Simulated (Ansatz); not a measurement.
Runs of Ansatz 0.2.0 on BiTe. It takes space group R-3m (No. 166, trigonal). The conventional cell has a = 4.845 Å, b = 4.845 Å, c = 9.952 Å, α = 90.00°, β = 90.00°, γ = 120.00°. Around Bi (site symmetry -3m) lie 6 Te at 3.25 Å. Around Te (site symmetry -3m) lie 6 Bi at 3.25 Å. The cell comes from a database or a generator and needn't be the stable form of this composition.

```csv
task,level,spin,cell,k mesh,cutoff (eV),atoms under strain,points for each segment of the path,gap on the mesh (eV),pressure (GPa),relaxed volume (Å³/atom)
relaxation of cell and atoms,revPBE+D3(BJ),off,relaxed,7 × 7 × 7,420,-,-,none,0.0,(b)
elastic constants,LDA,off,as given,5 × 5 × 5,420,relaxed,-,none,-3.6,-
relaxation of cell and atoms,revPBE+D4,off,relaxed,7 × 7 × 7,420,-,-,none,0.0,31.59
band structure,r2SCAN,"SOC, no magnetisation",as given,5 × 5 × 5,500,-,14,none,0.6,-
relaxation of cell and atoms,BLYP+D3(BJ),off,relaxed,7 × 7 × 7,420,-,-,none,0.0,32.61
band structure,PBEsol,"SOC, no magnetisation",as given,5 × 5 × 5,420,-,14,none,-1.2,-
relaxation of cell and atoms,RPBE+D4,off,relaxed,7 × 7 × 7,420,-,-,none,0.0,(a)
band structure,revPBE,off,as given,7 × 7 × 7,420,-,14,none,1.1,-
band structure,RPBE,off,as given,7 × 7 × 7,420,-,14,none,1.5,-
phonons,LDA,off,as given,5 × 5 × 5,420,-,-,none,-,-
band structure,BLYP,off,as given,7 × 7 × 7,420,-,14,none,3.8,-
relaxation of cell and atoms,revPBE,off,relaxed,7 × 7 × 7,420,-,-,none,0.0,34.57
```

Alike in all rows: potentials or basis Ansatz PAW; smearing fermi-dirac 0.05 eV.

Fill in the values left out.

(a) 31.05; (b) 31.12.

Caveats: the PAW data sets come from PBE, with cores solved anew for the run's functional, which leaves a small shift of forces and pressure; spin-orbit coupling is left out, which moves the levels of the heavy elements (some runs); the plane-wave basis is chosen anew once the cell has moved, so the energies of steps on either side of that aren't comparable (some runs); pairwise dispersion overbinds metals, which lowers pressure and volume (some runs); the cell is more than 3 GPa from zero pressure, which shifts response properties (some runs); elastic constants of metals need much finer meshes, so these are rough (some runs).

A k mesh can miss the band edges, and rows without SOC leave out spin-orbit coupling on Bi, Te.

A gap of «none» marks a metal or a gap under the smearing width.

Runs at the PBE level aren't shown here.
